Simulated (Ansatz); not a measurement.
Set up this calculation in Ansatz 0.2.0, as the native input.

```yaml
Task: projected density of states
Functional: rPW86-PBE
Dispersion: D4
Potentials_or_basis: Ansatz PAW
Cutoff: "420 eV (not typed: the program's choice for these potentials)"
k_mesh: 8 × 8 × 7
Occupations: fermi-dirac, width 0.15 eV
Spin: no spin polarisation
```

The system is ScSi2.

```
CELL_PARAMETERS angstrom
3.66000 0.00000 0.00000
-1.83000 3.16965 0.00000
0.00000 0.00000 3.87000
ATOMIC_POSITIONS crystal
Sc 0.00000 0.00000 0.00000
Si 0.66667 0.33333 0.50000
Si 0.33333 0.66667 0.50000
```

One way to write it, as run:

input.yaml

```yaml
crystal:
  lattice: { a: 3.66, b: 3.66, c: 3.87, alpha: 90.0, beta: 90.0, gamma: 120.0 }
  space_group: 191
  reduce_to_primitive: true
  atoms:
    - { symbol: Sc, wyckoff: "1a", position: [0.0, 0.0, 0.0] }
    - { symbol: Si, wyckoff: "2d", position: [0.6666666667, 0.3333333333, 0.5] }
hamiltonian:
  xc: { exchange: rpw86, correlation: pbe }
  pseudopotentials: { kind: paw }
  dispersion: d4
kpoints:
  mp_grid: { grid: [8, 8, 7] }
scf:
  occupations: { method: fermi_dirac, width: 0.15 }
  n_extra_bands: 7
output:
  forces: true
  stress: true
  eigenvalues: true
  dos: { projected: true, de: 0.05, nscf_kmesh: { grid: [12, 12, 11] } }
```

Potentials or basis: Ansatz PAW.

Run with:

```console
$ ansatz run input.yaml --threads 2 --pin off --max-ram 5120MiB --backend cpu --events-out ev --progress --plain --runs-dir out
```

Results of the run:

| Property | Result |
| --- | --- |
| Pressure | 22.0 GPa |
| Band gap on the k mesh | none (metal or under the smearing width) |
| Density of states at the Fermi level | 1.76 states/eV per cell |

Caveat: so large a pressure means that the cell lies far from this level's equilibrium, or that cutoff or potentials fall short; pairwise dispersion overbinds metals, which lowers pressure and volume; the PAW data sets come from PBE, with cores solved anew for the run's functional, which leaves a small shift of forces and pressure.

It took 2.2 s on 2 threads of Arm Neoverse V2 (shared host), peak memory 0.32 GiB.
